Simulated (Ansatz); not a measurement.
# F2H6N2OSi2: a ladder of functionals and wavefunction methods

The task here is to estimate one member of a computed series from the others.

Method: functionals in def2-TZVPP, the program's frozen cores in correlated methods; program: Ansatz 0.2.0, Gaussian basis.

The runs, in order: PBE-D4, r2SCAN-D4, PBE0-D4, B3LYP-D4, ωB97X-V, ωB97M-V, B2PLYP; CCSD(T)/def2-TZVPP; MP2/def2-QZVPP; extrapolation to the limit.

## The geometry

An earlier PBE0-D4 in a triple-zeta def2 set relaxation fixed the geometry.

SMILES `N[SiH2]O[Si](N)(F)F`, 13 atoms, charge 0, spin multiplicity 1.

Atoms are counted from 1 here; the program's logs count them from 0.

Bond lengths: N1–Si2 1.701 Å, N1–H8 1.007 Å, N1–H9 1.007 Å, Si2–O3 1.654 Å, Si2–H10 1.480 Å, Si2–H11 1.479 Å, O3–Si4 1.604 Å, Si4–N5 1.678 Å, Si4–F6 1.585 Å, Si4–F7 1.591 Å, N5–H12 1.005 Å, N5–H13 1.005 Å. Angles: Si2–N1–H8 121.5°, Si2–N1–H9 121.6°, H8–N1–H9 111.7°, N1–Si2–O3 115.2°, N1–Si2–H10 108.2°, N1–Si2–H11 108.3°, O3–Si2–H10 106.5°, O3–Si2–H11 106.0°, H10–Si2–H11 112.8°, Si2–O3–Si4 140.7°, O3–Si4–N5 109.3°, O3–Si4–F6 112.0°, O3–Si4–F7 108.8°, N5–Si4–F6 109.4°, N5–Si4–F7 114.1°, F6–Si4–F7 103.2°, Si4–N5–H12 121.2°, Si4–N5–H13 123.1° and more.

The first run:

Contents of in.yaml:

```yaml
crystal:
  periodic: [false, false, false]
  atoms:
    - {symbol: N, position_ang: [1.878681, -1.041198, -1.255561]}
    - {symbol: Si, position_ang: [1.752748, -0.083547, 0.144118]}
    - {symbol: O, position_ang: [0.208165, 0.241903, 0.636922]}
    - {symbol: Si, position_ang: [-1.305706, 0.150956, 0.116008]}
    - {symbol: N, position_ang: [-2.307624, 0.977960, 1.177433]}
    - {symbol: F, position_ang: [-1.800484, -1.349210, -0.013299]}
    - {symbol: F, position_ang: [-1.364518, 0.682917, -1.382284]}
    - {symbol: H, position_ang: [1.698769, -0.662497, -2.170868]}
    - {symbol: H, position_ang: [1.727221, -2.036001, -1.228883]}
    - {symbol: H, position_ang: [2.390063, 1.224300, -0.130179]}
    - {symbol: H, position_ang: [2.392990, -0.809724, 1.262800]}
    - {symbol: H, position_ang: [-1.960506, 1.737380, 1.736001]}
    - {symbol: H, position_ang: [-3.309800, 0.966751, 1.107792]}
basis:
  gaussian: {orbitals: def2-TZVPP}
hamiltonian: {xc: pbe, dispersion: d4}
output: {forces: true, orbitals: {seedname: orbitals}}
```

Started as:

```console
$ ansatz run in.yaml --threads 2 --pin off --events-out ev --progress --plain --max-ram 32768MiB --backend cuda --devices 0, --max-vram 18GiB
```

Steps of the session up to this table: PBE-D4 (GGA); r2SCAN-D4 (meta-GGA); PBE0-D4 (hybrid); B3LYP-D4 (hybrid); ωB97X-V (range-separated); ωB97M-V (range-separated); B2PLYP (double hybrid); CCSD(T) in def2-TZVPP; MP2 in def2-QZVPP.

One of the session's tables, all rows but one given; the rest of the session is left out.

It belongs to the step «Atomisation energies». 

```
            method  atomisation energy (kcal/mol)
            PBE-D4                         1236.0
         r2SCAN-D4                         1222.5
           PBE0-D4                         1210.9
          B3LYP-D4                         1224.3
           ωB97X-V                         1232.3
           ωB97M-V                         1232.0
            B2PLYP                         1214.0
     HF/def2-TZVPP                          877.6
    MP2/def2-TZVPP                         1222.0
   CCSD/def2-TZVPP                         1173.8
CCSD(T)/def2-TZVPP                              ?
           MP2/CBS                         1264.0
       CCSD(T)/CBS                         1233.1
```

**Question.** Estimate the row for CCSD(T)/def2-TZVPP.

The run gave: atomisation energy (kcal/mol): 1191.1. In the column «atomisation energy (kcal/mol)» it lies between CCSD/def2-TZVPP (1173.8) and PBE0-D4 (1210.9).

To keep in mind: Free atoms (2 N, 2 Si, 1 O, 2 F, 6 H) were run apart at each level; the atomisation energy is their sum less the molecule, without zero-point or spin-orbit terms.
